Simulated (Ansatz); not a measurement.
# ScBi3: the cost of one run

Computed with Ansatz 0.2.0 (DFT PBE, scalar-relativistic, plane waves, PAW, unless a step's input says otherwise).

## 1. The starting structure

The structure is tetragonal, space group I4/mmm (No. 139). Conventional cell: a = 4.630 Å, b = 4.630 Å, c = 10.821 Å, α = 90.00°, β = 90.00°, γ = 90.00°. Sc (site symmetry 4/mmm) has 12 Bi at 3.27 to 3.56 Å as nearest neighbours. Bi (site symmetry -4m2) is surrounded by 8 Bi at 3.27 to 3.56 Å and 4 Sc at 3.56 Å. Bi (site symmetry 4/mmm) has 4 Sc at 3.27 Å and 8 Bi at 3.56 Å as nearest neighbours.

Structure file:

```cif
data_structure
_symmetry_space_group_name_H-M 'P 1'
_symmetry_Int_Tables_number 1
_cell_length_a 6.3241
_cell_length_b 6.3241
_cell_length_c 6.3241
_cell_angle_alpha 137.053
_cell_angle_beta 137.053
_cell_angle_gamma 62.357
_cell_volume 116.00
loop_
_atom_site_label
_atom_site_type_symbol
_atom_site_fract_x
_atom_site_fract_y
_atom_site_fract_z
_atom_site_occupancy
Sc1 Sc 0.00000 0.00000 0.00000 1
Bi1 Bi 0.75000 0.25000 0.50000 1
Bi2 Bi 0.25000 0.75000 0.50000 1
Bi3 Bi 0.50000 0.50000 0.00000 1
```

The structure comes from the Materials Project (structure only).

## 2. A distortion that keeps the symmetry

Against the listed cell: strain xx, yy, zz, yz, xz, xy = +6.5, +6.5, -2.5, +0.0, +0.0, +0.0 %.

input.yaml reads:

```yaml
crystal:
  lattice:
    - [-2.4658970929, 2.4658970929, 5.2761529427]
    - [2.4658970929, -2.4658970929, 5.2761529427]
    - [2.4658970929, 2.4658970929, -5.2761529427]
  atoms:
    - { symbol: Sc, position: [0.0, 0.0, 0.0] }
    - { symbol: Bi, position: [0.75, 0.25, 0.5] }
    - { symbol: Bi, position: [0.25, 0.75, 0.5] }
    - { symbol: Bi, position: [0.5, 0.5, 0.0] }
basis:
  ecutwfc: 420
kpoints:
  mp_grid: { grid: [12, 12, 12] }
hamiltonian:
  xc: pbe
scf:
  occupations: { method: gaussian, width: 0.1 }
output:
  forces: true
  stress: true
  eigenvalues: true
  populations: true
```

Started as:

```sh
ansatz run input.yaml --threads 1 --pin off --max-ram 1331MiB --backend cpu --events-out ev --progress --plain --runs-dir out
```

Q: Estimate wall time and peak memory on 1 thread of an x86-64 CPU, shared host.

About 86 s, with a peak of 0.75 GiB.
